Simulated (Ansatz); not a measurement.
# BFGaH3: shift of H6 from Ga2 to B1, part 1 of 2

Wanted: the energy profile along the shift of H6 from Ga2 to B1, from relaxed end points and a band of images. SMILES of the start: [BH2][GaH][F].

All numbers below are computed with Ansatz 0.2.0 (RKS PBE0/def2-SVP).

## 1. The starting structure

Bond lengths: B1–Ga2 2.090 Å, Ga2–F3 1.775 Å, B1–H4 1.167 Å, B1–H5 1.168 Å, Ga2–H6 1.585 Å. Angles: B1–Ga2–F3 108.0°, B1–Ga2–H6 146.5°, F3–Ga2–H6 105.4°, Ga2–B1–H4 120.2°, Ga2–B1–H5 120.4°, H4–B1–H5 118.9°.

As a file:

```xyz
6

B    -0.7858    0.4907   -0.7170
Ga    0.6063   -0.1411    0.7087
F     1.1091   -1.7912    0.2917
H    -1.9161    0.2266   -0.5926
H    -0.4289    0.9874   -1.7118
H     1.4153    0.2276    2.0210
```

## 2. Relaxing end A

input.yaml

```yaml
crystal:
  periodic: [false, false, false]
  atoms:
    - { symbol: B, position_ang: [-0.78576, 0.49069, -0.71702] }
    - { symbol: Ga, position_ang: [0.60628, -0.1411, 0.7087] }
    - { symbol: F, position_ang: [1.10911, -1.79116, 0.29168] }
    - { symbol: H, position_ang: [-1.91607, 0.2266, -0.59256] }
    - { symbol: H, position_ang: [-0.42889, 0.98741, -1.71175] }
    - { symbol: H, position_ang: [1.41533, 0.22756, 2.02095] }
basis:
  gaussian: { orbitals: def2-SVP }
hamiltonian:
  xc: pbe0
relax:
  f_tol: 0.02
  max_steps: 50
output:
  orbitals: {}
```

Launch:

```sh
$ ansatz run input.yaml --threads 1 --pin off --max-ram 2048MiB --backend cpu --events-out ev --progress --plain --runs-dir out
```

Standard output, shortened:

```text
Warning: RAYON_NUM_THREADS=1 ignored (pool sized by the plan → 1); use --threads N
[...]
Functional definition: PBE0
[...]
804 factors; integrals over basis functions are off by at most 3.6e-4 eV
[...]
mean field -55799.63226611 eV, -2050.5986634305 hartree, gradient 5.3e-5 eV, S^2 0.000000; 0 other end points of the search recorded, 0 dependent functions left out
[...]
reference -55799.63229466 eV, -2050.5986644797 hartree; 24, 24 occupied and 51, 51 virtual orbitals, 804 factors
relax step   1: F+E_penalty+E_count = -55799.63226611 eV  Δ(F+E_penalty+E_count) = +0.000e0 eV  max|allowed force component| = 1.040e0 eV/Å  Δτ_max = 0.0000 Å  (25 SCF iters, accepted)
[...]
reference -55799.71842838 eV, -2050.6018298355 hartree; 24, 24 occupied and 51, 51 virtual orbitals, 804 factors
Total energy: -55799.71842838 eV, -2050.6018298355 hartree
Atom 0 at    -0.763458     0.460574    -0.706374 Å, force    -0.008461     0.007109     0.002778 eV/Å
Atom 1 at     0.627673    -0.257329     0.665176 Å, force     0.010076    -0.003719    -0.016030 eV/Å
Atom 2 at     1.201687    -1.897187     0.334008 Å, force    -0.002438    -0.000284     0.002505 eV/Å
Atom 3 at    -1.950636     0.298101    -0.547293 Å, force    -0.002594    -0.002685     0.000513 eV/Å
Atom 4 at    -0.424173     1.066320    -1.695999 Å, force     0.005096    -0.003266     0.001072 eV/Å
Atom 5 at     1.308907     0.329520     1.950482 Å, force    -0.001679     0.002845     0.009163 eV/Å
Dipole moment:    -0.252653     0.456674    -0.028167 e Å
```

Wall time 15 s (1 thread of Arm Neoverse V2, shared host); peak memory 0.14 GiB.

The steps of the relaxation:

```
step  energy from step 1 (eV)  largest force component (eV/Å)
   1                   0.0000                          1.0401
   2                  -0.0683                          0.3471
   3                  -0.0787                          0.2184
   4                  -0.0847                          0.1030
   5                  -0.0858                          0.0703
   6                  -0.0861                          0.0160
```

Step 1 is the start.

After: Bond lengths: B1–Ga2 2.081 Å, Ga2–F3 1.769 Å, B1–H4 1.209 Å, B1–H5 1.209 Å, Ga2–H6 1.569 Å. Angles: B1–Ga2–F3 114.4°, B1–Ga2–H6 134.5°, F3–Ga2–H6 111.1°, Ga2–B1–H4 121.6°, Ga2–B1–H5 121.6°, H4–B1–H5 116.8°.

## 3. End point B

The second end starts from a geometry with the move made by hand.

input.yaml, as its differences from that of step 2:

```diff
@@ -8,3 +8,3 @@
     - { symbol: H, position_ang: [-0.42889, 0.98741, -1.71175] }
-    - { symbol: H, position_ang: [1.41533, 0.22756, 2.02095] }
+    - { symbol: H, position_ang: [-0.52013, 1.25031, 0.13228] }
 basis:
@@ -16,3 +16 @@
   max_steps: 50
-output:
-  orbitals: {}
```

Launch:

```sh
$ ansatz run input.yaml --threads 1 --pin off --max-ram 2048MiB --backend cpu --events-out ev --progress --plain --runs-dir out
```

Standard output, shortened:

```text
Warning: RAYON_NUM_THREADS=1 ignored (pool sized by the plan → 1); use --threads N
[...]
[... 1 set-up line as earlier in the session ...]
[...]
803 factors; integrals over basis functions are off by at most 3.1e-4 eV
[...]
mean field -55798.27038693 eV, -2050.5486152936 hartree, gradient 1.3e-5 eV, S^2 0.000000; 0 other end points of the search recorded, 0 dependent functions left out
[...]
reference -55798.27041332 eV, -2050.5486162635 hartree; 24, 24 occupied and 51, 51 virtual orbitals, 803 factors
[...]
Atom 1 at     0.411459    -0.666835     0.105222 Å, force     0.004405    -0.006028     0.000583 eV/Å
Atom 2 at     1.479599    -1.923257     0.688343 Å, force    -0.005107     0.007868    -0.001114 eV/Å
Atom 3 at    -1.915151     0.187375    -0.560974 Å, force     0.000666     0.005123    -0.001377 eV/Å
Atom 4 at    -0.371682     0.960210    -1.718207 Å, force    -0.003673     0.002051     0.001649 eV/Å
Atom 5 at    -0.678923     1.670162     0.211752 Å, force    -0.000564    -0.002260    -0.001400 eV/Å
Dipole moment:     0.127071    -0.139219     0.077020 e Å
```

Wall time 21 s (1 thread of Arm Neoverse V2, shared host); peak memory 0.17 GiB.

The steps of the relaxation:

```
step  energy from step 1 (eV)  largest force component (eV/Å)
   1                   0.0000                          2.2632
   2                  -1.1175                          1.4466
   3                  -1.7761                          1.0130
   4                  -2.1555                          0.7350
   5                  -2.3533                          0.5742
   6                  -2.4331                          0.2959
   7                  -2.4477                          0.2731
   8                  -2.4518                          0.0933
   9                  -2.4528                          0.0079
```

Step 1 is the start.

After: Bond lengths: B1–Ga2 2.067 Å, Ga2–F3 1.749 Å, B1–H4 1.218 Å, B1–H5 1.218 Å, B1–H6 1.217 Å. Angles: B1–Ga2–F3 178.9°, Ga2–B1–H4 99.5°, Ga2–B1–H5 99.5°, Ga2–B1–H6 100.4°, H4–B1–H5 117.1°, H4–B1–H6 117.3°, H5–B1–H6 117.2°.

## 4. Nudged elastic band

crystal.atoms is end A as relaxed above, and neb.final_atoms is end B, turned to lie on A. With 7 inner images the band has 9 in all. The start path is listed, through a guess of the saddle.

input.yaml

```yaml
crystal:
  periodic: [false, false, false]
  atoms:
    - { symbol: B, position_ang: [-0.763458, 0.460574, -0.706374] }
    - { symbol: Ga, position_ang: [0.627673, -0.257329, 0.665176] }
    - { symbol: F, position_ang: [1.201687, -1.897187, 0.334008] }
    - { symbol: H, position_ang: [-1.950636, 0.298101, -0.547293] }
    - { symbol: H, position_ang: [-0.424173, 1.06632, -1.695999] }
    - { symbol: H, position_ang: [1.308907, 0.32952, 1.950482] }
basis:
  gaussian: { orbitals: def2-SVP }
hamiltonian:
  xc: pbe0
neb:
  order_check: false
  images: 7
  f_tol: 0.05
  max_iterations: 60
  final_atoms:
    - { symbol: B, position_ang: [-0.43467383, 0.75868219, -0.07273756] }
    - { symbol: Ga, position_ang: [0.59674795, -1.02343308, 0.11289699] }
    - { symbol: F, position_ang: [1.45500684, -2.5421081, 0.24161081] }
    - { symbol: H, position_ang: [-1.57583737, 0.33745076, -0.00741145] }
    - { symbol: H, position_ang: [-0.03456185, 1.10817375, -1.16896839] }
    - { symbol: H, position_ang: [-0.00668173, 1.36123347, 0.8946096] }
  initial_path:
    images:
      - { positions_ang: [[-0.763458, 0.460574, -0.706374], [0.627673, -0.257329, 0.665176], [1.201687, -1.897187, 0.334008], [-1.950636, 0.298101, -0.547293], [-0.424173, 1.06632, -1.695999], [1.308907, 0.32952, 1.950482]] }
      - { positions_ang: [[-0.69897227, 0.46300236, -0.61953613], [0.6941562, -0.32116837, 0.70973352], [1.19449209, -1.95402497, 0.28935387], [-1.87505887, 0.30133165, -0.45589046], [-0.35786397, 1.06752157, -1.59660203], [1.04324682, 0.44333676, 1.67294123]] }
      - { positions_ang: [[-0.63448654, 0.46543073, -0.53269825], [0.7606394, -0.38500774, 0.75429105], [1.18729718, -2.01086295, 0.24469974], [-1.79948174, 0.3045623, -0.36448793], [-0.29155494, 1.06872314, -1.49720507], [0.77758665, 0.55715352, 1.39540046]] }
      - { positions_ang: [[-0.57000081, 0.46785909, -0.44586038], [0.82712259, -0.44884711, 0.79884857], [1.18010227, -2.06770092, 0.20004561], [-1.72390461, 0.30779295, -0.27308539], [-0.22524592, 1.0699247, -1.3978081], [0.51192647, 0.67097028, 1.1178597]] }
      - { positions_ang: [[-0.50551508, 0.47028746, -0.3590225], [0.89360579, -0.51268647, 0.84340609], [1.17290736, -2.12453889, 0.15539148], [-1.64832748, 0.3110236, -0.18168285], [-0.15893689, 1.07112627, -1.29841114], [0.24626629, 0.78478704, 0.84031893]] }
      - { positions_ang: [[-0.48780477, 0.54238614, -0.28745127], [0.81939133, -0.64037312, 0.66077881], [1.24343223, -2.2289312, 0.17694631], [-1.63020495, 0.31763039, -0.138115], [-0.12784313, 1.08038814, -1.26605045], [0.18302929, 0.92889865, 0.85389159]] }
      - { positions_ang: [[-0.47009446, 0.61448483, -0.21588003], [0.74517687, -0.76805978, 0.47815154], [1.3139571, -2.3333235, 0.19850115], [-1.61208243, 0.32423718, -0.09454715], [-0.09674937, 1.08965001, -1.23368976], [0.11979228, 1.07301025, 0.86746426]] }
      - { positions_ang: [[-0.45238415, 0.68658351, -0.1443088], [0.67096241, -0.89574643, 0.29552426], [1.38448197, -2.4377158, 0.22005598], [-1.5939599, 0.33084397, -0.0509793], [-0.06565561, 1.09891188, -1.20132908], [0.05655527, 1.21712186, 0.88103693]] }
      - { positions_ang: [[-0.43467383, 0.75868219, -0.07273756], [0.59674795, -1.02343308, 0.11289699], [1.45500684, -2.5421081, 0.24161081], [-1.57583737, 0.33745076, -0.00741145], [-0.03456185, 1.10817375, -1.16896839], [-0.00668173, 1.36123347, 0.8946096]] }
```

Launch:

```sh
$ ansatz run input.yaml --threads 1 --pin off --max-ram 2048MiB --backend cpu --events-out ev --progress --plain --runs-dir out
```

Standard output, shortened:

```text
Warning: RAYON_NUM_THREADS=1 ignored (pool sized by the plan → 1); use --threads N
[...]
[... 1 set-up line as earlier in the session ...]
[...]
806 factors; integrals over basis functions are off by at most 4.6e-4 eV
[...]
mean field -55799.71843405 eV, -2050.6018300438 hartree, gradient 9.9e-6 eV, S^2 0.000000; 0 other end points of the search recorded, 0 dependent functions left out
[...]
reference -55799.71846260 eV, -2050.6018310928 hartree; 24, 24 occupied and 51, 51 virtual orbitals, 806 factors
[...]
Atom 2 at     1.592487    -2.095076     0.722023 Å, force    -0.004036     0.004033    -0.001637 eV/Å
Atom 3 at    -1.792910     0.517828    -0.140490 Å, force     0.000900     0.000456     0.000383 eV/Å
Atom 4 at    -0.220535     1.304706    -1.323040 Å, force    -0.000056    -0.001096     0.001142 eV/Å
Atom 5 at     0.555232     0.619300     1.149878 Å, force    -0.000710     0.001081     0.000774 eV/Å
Dipole moment:    -0.157591     0.081266    -0.154655 e Å
this run last wrote the band of iteration 13 to <dir>
```

Wall time 3.2 min (1 thread of Arm Neoverse V2, shared host); peak memory 0.17 GiB.

## 5. The band, image by image

The 7 inner images lie between the fixed ends 0 and 8. Energy is taken from image 0, and the path length is the program's own coordinate along the band.

```
image  path (Å)  energy (eV)  H6–Ga2 (Å)  H6–B1 (Å)  band force (eV/Å)
    0     0.000       0.0000        1.57       3.37                  -
    1     0.412       0.0606        1.57       3.16              0.035
    2     0.824       0.2249        1.58       2.89              0.002
    3     1.237       0.4303        1.61       2.58              0.004
   4*     1.649       0.5541        1.67       2.20              0.005
    5     2.097       0.1165        1.83       1.69              0.008
    6     2.545      -0.9003        2.13       1.26              0.005
    7     2.993      -0.9900        2.41       1.23              0.000
    8     3.442      -1.0047        2.58       1.22                  -
```

The star marks the climbing image.

image, energy (eV) and a bar:
```
        0      0.000 ###################
        1      0.061 #####################
        2      0.225 ########################
        3      0.430 ############################
        4      0.554 ##############################
        5      0.117 ######################
        6     -0.900 ##
        7     -0.990 
        8     -1.005
```

How the highest energy settled:

```
iteration  highest image above image 0 (eV)  largest band force (eV/Å)
        1                            4.2976                     13.377
        2                            4.3450                      4.907
        3                            2.4563                      2.950
        4                            1.7940                      2.484
        5                            1.4620                      2.133
        6                            0.9408                      1.216
        7                            0.5950                      0.797
        8                            0.5886                      3.056
        9                            0.5610                      0.645
       10                            0.5478                      0.203
       11                            0.5542                      0.357
       12                            0.5541                      0.078
       13                            0.5541                      0.035
```

The band as a trajectory file:

```xyz
6
image=0 dE=0.0000
B    -0.763    0.461   -0.706
Ga    0.628   -0.257    0.665
F     1.202   -1.897    0.334
H    -1.951    0.298   -0.547
H    -0.424    1.066   -1.696
H     1.309    0.330    1.950
6
image=1 dE=0.0606
B    -0.764    0.438   -0.720
Ga    0.625   -0.403    0.560
F     1.349   -2.007    0.454
H    -1.945    0.397   -0.468
H    -0.411    1.161   -1.622
H     1.145    0.414    1.795
6
image=2 dE=0.2249
B    -0.755    0.413   -0.728
Ga    0.611   -0.536    0.454
F     1.454   -2.073    0.551
H    -1.904    0.466   -0.358
H    -0.365    1.237   -1.520
H     0.960    0.493    1.601
6
image=3 dE=0.4303
B    -0.739    0.407   -0.712
Ga    0.590   -0.657    0.347
F     1.532   -2.100    0.637
H    -1.848    0.508   -0.243
H    -0.295    1.285   -1.412
H     0.761    0.558    1.382
6
image=4 dE=0.5541
B    -0.702    0.429   -0.648
Ga    0.568   -0.776    0.239
F     1.592   -2.095    0.722
H    -1.793    0.518   -0.140
H    -0.221    1.305   -1.323
H     0.555    0.619    1.150
6
image=5 dE=0.1165
B    -0.595    0.551   -0.423
Ga    0.532   -0.930    0.089
F     1.602   -2.141    0.704
H    -1.749    0.528   -0.067
H    -0.169    1.319   -1.254
H     0.379    0.672    0.951
6
image=6 dE=-0.9003
B    -0.498    0.680   -0.209
Ga    0.486   -1.087   -0.077
F     1.602   -2.211    0.659
H    -1.682    0.506   -0.013
H    -0.119    1.289   -1.188
H     0.211    0.823    0.828
6
image=7 dE=-0.9900
B    -0.465    0.731   -0.132
Ga    0.524   -1.077   -0.020
F     1.553   -2.406    0.463
H    -1.635    0.430   -0.012
H    -0.083    1.207   -1.181
H     0.106    1.116    0.882
6
image=8 dE=-1.0047
B    -0.435    0.759   -0.073
Ga    0.597   -1.023    0.113
F     1.455   -2.542    0.242
H    -1.576    0.337   -0.007
H    -0.035    1.108   -1.169
H    -0.007    1.361    0.895
```

## 6. Vibrations at the top

The geometry is the highest inner image of the first converged band.

input.yaml

```yaml
crystal:
  periodic: [false, false, false]
  atoms:
    - { symbol: B, position_ang: [-0.702405, 0.429228, -0.647847] }
    - { symbol: Ga, position_ang: [0.568131, -0.775988, 0.239475] }
    - { symbol: F, position_ang: [1.592487, -2.095076, 0.722023] }
    - { symbol: H, position_ang: [-1.79291, 0.517828, -0.14049] }
    - { symbol: H, position_ang: [-0.220535, 1.304706, -1.32304] }
    - { symbol: H, position_ang: [0.555232, 0.6193, 1.149878] }
basis:
  gaussian: { orbitals: def2-SVP }
hamiltonian:
  xc: pbe0
phonons: {}
```

Launch:

```sh
$ ansatz run input.yaml --threads 1 --pin off --max-ram 2048MiB --backend cpu --events-out ev --progress --plain --runs-dir out
```

Standard output, shortened:

```text
Warning: RAYON_NUM_THREADS=1 ignored (pool sized by the plan → 1); use --threads N
[...]
[... 1 set-up line as earlier in the session ...]
[...]
803 factors; integrals over basis functions are off by at most 3.8e-4 eV
[...]
mean field -55799.16435828 eV, -2050.5814681347 hartree, gradient 7.1e-6 eV, S^2 0.000000; 0 other end points of the search recorded, 0 dependent functions left out
[...]
reference -55799.16438564 eV, -2050.5814691402 hartree; 24, 24 occupied and 51, 51 virtual orbitals, 803 factors
[...]
mean field -55799.16434480 eV, -2050.5814676392 hartree, gradient 1.3e-6 eV, S^2 0.000000; 0 other end points of the search recorded, 0 dependent functions left out
[...]
reference -55799.16437216 eV, -2050.5814686447 hartree; 24, 24 occupied and 51, 51 virtual orbitals, 803 factors
[...]
803 factors; integrals over basis functions are off by at most 3.8e-4 eV
mean field -55799.16435327 eV, -2050.5814679507 hartree, gradient 1.4e-6 eV, S^2 0.000000; 0 other end points of the search recorded, 0 dependent functions left out
[...]
```

## 7. The log goes on: vibrations at the highest image of the band

Output, continued, shortened:

```text
reference -55799.16438064 eV, -2050.5814689563 hartree; 24, 24 occupied and 51, 51 virtual orbitals, 803 factors
[...]
803 factors; integrals over basis functions are off by at most 3.8e-4 eV
[...]
mean field -55799.16429771 eV, -2050.5814659087 hartree, gradient 2.1e-6 eV, S^2 0.000000; 0 other end points of the search recorded, 0 dependent functions left out
[...]
reference -55799.16432507 eV, -2050.5814669143 hartree; 24, 24 occupied and 51, 51 virtual orbitals, 803 factors
[...]
WARN: phonons: modes at or below zero, which the zero-point energy, F, S and C_V leave out: 1, the lowest at -420.96 cm⁻¹. A minimum has none, and a first-order saddle one
[...]
Atom 2 at     1.592487    -2.095076     0.722023 Å, force    -0.004107     0.004100    -0.001687 eV/Å
Atom 3 at    -1.792910     0.517828    -0.140490 Å, force     0.000864     0.000438     0.000342 eV/Å
Atom 4 at    -0.220535     1.304706    -1.323040 Å, force    -0.000076    -0.001105     0.001088 eV/Å
Atom 5 at     0.555232     0.619300     1.149878 Å, force    -0.000722     0.001107     0.000776 eV/Å
Dipole moment:    -0.157592     0.081268    -0.154655 e Å
Vibrations: -420.96 140.00 310.32 527.46 605.98 662.20 751.76 816.11 1076.03 1665.42 2592.24 2721.79 cm⁻¹, zero-point energy 0.735804 eV
```

Run time: 49 s. Hardware: 1 thread of Arm Neoverse V2, shared host; peak memory 0.14 GiB.

Of 12 modes, 1 is imaginary by more than 30 cm⁻¹ (421i cm⁻¹).

## 8. Another band, settings changed

crystal.atoms is end A as relaxed above, and neb.final_atoms is end B, turned to lie on A. With 4 inner images the band has 6 in all. The start path is listed, through a guess of the saddle.

input.yaml

```yaml
crystal:
  periodic: [false, false, false]
  atoms:
    - { symbol: B, position_ang: [-0.763458, 0.460574, -0.706374] }
    - { symbol: Ga, position_ang: [0.627673, -0.257329, 0.665176] }
    - { symbol: F, position_ang: [1.201687, -1.897187, 0.334008] }
    - { symbol: H, position_ang: [-1.950636, 0.298101, -0.547293] }
    - { symbol: H, position_ang: [-0.424173, 1.06632, -1.695999] }
    - { symbol: H, position_ang: [1.308907, 0.32952, 1.950482] }
basis:
  gaussian: { orbitals: def2-SVP }
hamiltonian:
  xc: pbe0
neb:
  order_check: false
  images: 4
  f_tol: 0.05
  max_iterations: 60
  climbing: false
  final_atoms:
    - { symbol: B, position_ang: [-0.43467383, 0.75868219, -0.07273756] }
    - { symbol: Ga, position_ang: [0.59674795, -1.02343308, 0.11289699] }
    - { symbol: F, position_ang: [1.45500684, -2.5421081, 0.24161081] }
    - { symbol: H, position_ang: [-1.57583737, 0.33745076, -0.00741145] }
    - { symbol: H, position_ang: [-0.03456185, 1.10817375, -1.16896839] }
    - { symbol: H, position_ang: [-0.00668173, 1.36123347, 0.8946096] }
  initial_path:
    images:
      - { positions_ang: [[-0.763458, 0.460574, -0.706374], [0.627673, -0.257329, 0.665176], [1.201687, -1.897187, 0.334008], [-1.950636, 0.298101, -0.547293], [-0.424173, 1.06632, -1.695999], [1.308907, 0.32952, 1.950482]] }
      - { positions_ang: [[-0.66028083, 0.46445938, -0.5674334], [0.73404612, -0.35947199, 0.73646804], [1.19017515, -1.98812776, 0.26256139], [-1.82971259, 0.30327004, -0.40104894], [-0.31807856, 1.06824251, -1.53696386], [0.88385072, 0.51162682, 1.50641677]] }
      - { positions_ang: [[-0.55710366, 0.46834477, -0.4284928], [0.84041923, -0.46161498, 0.80776007], [1.17866329, -2.07906851, 0.19111478], [-1.70878919, 0.30843908, -0.25480488], [-0.21198411, 1.07016502, -1.37792871], [0.45879443, 0.69373363, 1.06235154]] }
      - { positions_ang: [[-0.49134683, 0.5279664, -0.30176552], [0.83423422, -0.61483579, 0.69730427], [1.22932726, -2.20805273, 0.17263535], [-1.63382946, 0.31630903, -0.14682857], [-0.13406188, 1.07853577, -1.27252259], [0.19567669, 0.90007632, 0.85117706]] }
      - { positions_ang: [[-0.46301033, 0.6433243, -0.18725154], [0.71549109, -0.81913444, 0.40510063], [1.34216705, -2.37508042, 0.20712308], [-1.60483342, 0.3268799, -0.07712001], [-0.08431186, 1.09335476, -1.22074549], [0.09449748, 1.1306549, 0.87289333]] }
      - { positions_ang: [[-0.43467383, 0.75868219, -0.07273756], [0.59674795, -1.02343308, 0.11289699], [1.45500684, -2.5421081, 0.24161081], [-1.57583737, 0.33745076, -0.00741145], [-0.03456185, 1.10817375, -1.16896839], [-0.00668173, 1.36123347, 0.8946096]] }
```

Launch:

```sh
$ ansatz run input.yaml --threads 1 --pin off --max-ram 2048MiB --backend cpu --events-out ev --progress --plain --runs-dir out
```

Standard output, shortened:

```text
Warning: RAYON_NUM_THREADS=1 ignored (pool sized by the plan → 1); use --threads N
[...]
[... 1 set-up line as earlier in the session ...]
[...]
806 factors; integrals over basis functions are off by at most 4.6e-4 eV
[...]
mean field -55799.71843405 eV, -2050.6018300438 hartree, gradient 9.9e-6 eV, S^2 0.000000; 0 other end points of the search recorded, 0 dependent functions left out
[...]
reference -55799.71846260 eV, -2050.6018310928 hartree; 24, 24 occupied and 51, 51 virtual orbitals, 806 factors
[...]
Atom 2 at     1.547896    -2.101259     0.662229 Å, force    -0.060623     0.013057    -0.074203 eV/Å
Atom 3 at    -1.833738     0.506966    -0.221565 Å, force    -0.051942    -0.008363    -0.095820 eV/Å
Atom 4 at    -0.281974     1.290890    -1.393381 Å, force    -0.065770    -0.018208    -0.082319 eV/Å
Atom 5 at     0.710307     0.578276     1.330894 Å, force     0.212727    -0.077792     0.230671 eV/Å
Dipole moment:    -0.224310     0.158777    -0.195077 e Å
this run last wrote the band of iteration 10 to <dir>
```

It took 90 s on 1 thread of Arm Neoverse V2, shared host; peak memory 0.17 GiB.

(Continued in part 2 of 2.)
